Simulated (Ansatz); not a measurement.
# CH5AlBNS: one species, many methods

How much do the methods differ for CH5AlBNS? The plan is to run it at one geometry with functionals of several rungs and with coupled cluster, and see how far each lands from CCSD(T) at the basis-set limit for the atomisation energy.

Program: Ansatz 0.2.0, Gaussian basis. Level of theory: functionals in def2-TZVPP, the program's frozen cores in correlated methods. These are calculated values, not measurements.

Plan: PBE-D4, r2SCAN-D4, PBE0-D4, B3LYP-D4, ωB97X-V, ωB97M-V, B2PLYP; CCSD(T)/def2-TZVPP; MP2/def2-QZVPP; extrapolation to the limit.

## (1) The geometry

The geometry comes from an earlier relaxation with PBE0-D4/def2-TZVP; it is a stationary point, not always the lowest conformer.

SMILES `[BH2][Al]([SH])[CH]=N`, 10 atoms, charge 0, spin multiplicity 1.

Atoms are counted from 1 here; the program's logs count them from 0.

Bond lengths: B1–Al2 2.119 Å, B1–H6 1.199 Å, B1–H7 1.199 Å, Al2–S3 2.195 Å, Al2–C4 1.990 Å, S3–H8 1.343 Å, C4–N5 1.274 Å, C4–H9 1.099 Å, N5–H10 1.024 Å. Angles: Al2–B1–H6 122.4°, Al2–B1–H7 122.5°, H6–B1–H7 115.1°, B1–Al2–S3 121.4°, B1–Al2–C4 128.8°, S3–Al2–C4 109.9°, Al2–S3–H8 94.0°, Al2–C4–N5 123.8°, Al2–C4–H9 122.1°, N5–C4–H9 114.1°, C4–N5–H10 111.9°.

## (2) PBE-D4 (GGA)

The input, in.yaml:

```yaml
crystal:
  periodic: [false, false, false]
  atoms:
    - {symbol: B, position_ang: [-0.828400, -0.194828, 2.052837]}
    - {symbol: Al, position_ang: [0.097540, 0.019504, 0.159247]}
    - {symbol: S, position_ang: [2.268404, 0.281105, -0.027660]}
    - {symbol: C, position_ang: [-0.741468, 0.020561, -1.645491]}
    - {symbol: N, position_ang: [-0.081328, 0.076058, -2.733687]}
    - {symbol: H, position_ang: [-1.250871, 0.741472, 2.670442]}
    - {symbol: H, position_ang: [-0.968420, -1.260228, 2.583708]}
    - {symbol: H, position_ang: [2.490246, 0.174148, 1.292866]}
    - {symbol: H, position_ang: [-1.830695, -0.031750, -1.783595]}
    - {symbol: H, position_ang: [0.928092, 0.122959, -2.565770]}
basis:
  gaussian: {orbitals: def2-TZVPP}
hamiltonian: {xc: pbe, dispersion: d4}
output: {forces: true, orbitals: {seedname: orbitals}}
```

Launch:

```
$ ansatz run in.yaml --threads 4 --pin off --events-out ev --progress --plain --max-ram 10444MiB
```

The runs that follow: r2SCAN-D4 (meta-GGA); PBE0-D4 (hybrid); B3LYP-D4 (hybrid); ωB97X-V (range-separated); ωB97M-V (range-separated); B2PLYP (double hybrid); CCSD(T) in def2-TZVPP; MP2 in def2-QZVPP.

Q: Predict the results of all the runs planned. Wanted: atomisation energy, CCSD(T)/CBS; farthest; mean size of error, hybrid; mean size of error, range-separated; gap, smallest and largest; T1 diagnostic; triples share of the correlation energy.

As calculated:

| quantity | value |
| --- | --- |
| atomisation energy, CCSD(T)/CBS | 796.9 kcal/mol |
| functionals within 4.0 kcal/mol (0.5 %) | none; nearest PBE0-D4 (+4.2 kcal/mol) |
| farthest | PBE-D4 (+21.0 kcal/mol) |
| mean size of error, hybrid | 4.2 kcal/mol |
| mean size of error, range-separated | 6.9 kcal/mol |
| gap, smallest and largest | 1.77 eV (PBE-D4), 8.45 eV (ωB97X-V) |
| T1 diagnostic | 0.0132 |
| triples share of the correlation energy | 4.3 % |

In words: PBE-D4 misses by +21.0 kcal/mol, or 2.3 kcal/mol for each of 9 bonds. Double hybrids carry the basis error of their MP2 part in triple zeta, and no dispersion term here, so their miss is partly the set-up's. The reference freezes the cores and leaves out relativity and excitations past (T), so misses under about 4.0 kcal/mol can't be ranked. Hartree-Fock recovers 71 % of the binding; the rest is correlation. The gap grows from 1.8 to 8.4 eV across the functionals, mostly with the share of exact exchange. The restricted reference is unstable towards a spin-broken one.
